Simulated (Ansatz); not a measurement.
# F4Ni: the cost of one run

Program: Ansatz 0.2.0. Level of theory: the levels named in each step. These are calculated values, not measurements.

## Step 1: The system as given

Bond lengths: F1–Ni2 1.645 Å, Ni2–F3 1.645 Å, Ni2–F4 1.645 Å, Ni2–F5 1.645 Å. Angles: F1–Ni2–F3 180.0°, F1–Ni2–F4 90.0°, F1–Ni2–F5 90.0°, F3–Ni2–F4 90.0°, F3–Ni2–F5 90.0°, F4–Ni2–F5 180.0°.

Structure file:

```xyz
5

F    -0.4047    1.5781   -0.2305
Ni    0.0000   -0.0001    0.0001
F     0.4048   -1.5780    0.2305
F    -1.5738   -0.4336   -0.2059
F     1.5737    0.4338    0.2058
```

## Step 2: A rough first relaxation, PBE-D4/def2-SVP

This run stands in another session on the same molecule. It ended at:

```xyz
5

F    -0.4277    1.6675   -0.2436
Ni    0.0000    0.0000    0.0000
F     0.4277   -1.6674    0.2436
F    -1.6629   -0.4583   -0.2175
F     1.6629    0.4583    0.2175
```

## Step 3: Relaxation, HF/STO-3G

File input.yaml:

```yaml
crystal:
  periodic: [false, false, false]
  atoms:
    - { symbol: F, position_ang: [-0.42767636, 1.66748203, -0.24357905] }
    - { symbol: Ni, position_ang: [1.709e-05, 2.886e-05, 2.052e-05] }
    - { symbol: F, position_ang: [0.42771236, -1.66742622, 0.24359919] }
    - { symbol: F, position_ang: [-1.66290405, -0.45827781, -0.21748598] }
    - { symbol: F, position_ang: [1.66294097, 0.45833314, 0.21751532] }
magnetization:
  spin_polarized: true
  initial_magnetization: 2
basis:
  gaussian: { orbitals: STO-3G }
hamiltonian:
  xc: hf
relax:
  f_tol: 0.002
  max_steps: 150
```

The run is started by

```
$ ansatz run input.yaml --threads 2 --pin off --max-ram 5120MiB --backend cpu --events-out ev --progress --plain --runs-dir out
```

What time and memory should one allow on 2 threads of Arm Neoverse V2, shared host?

About 84 s, with a peak of 0.15 GiB.
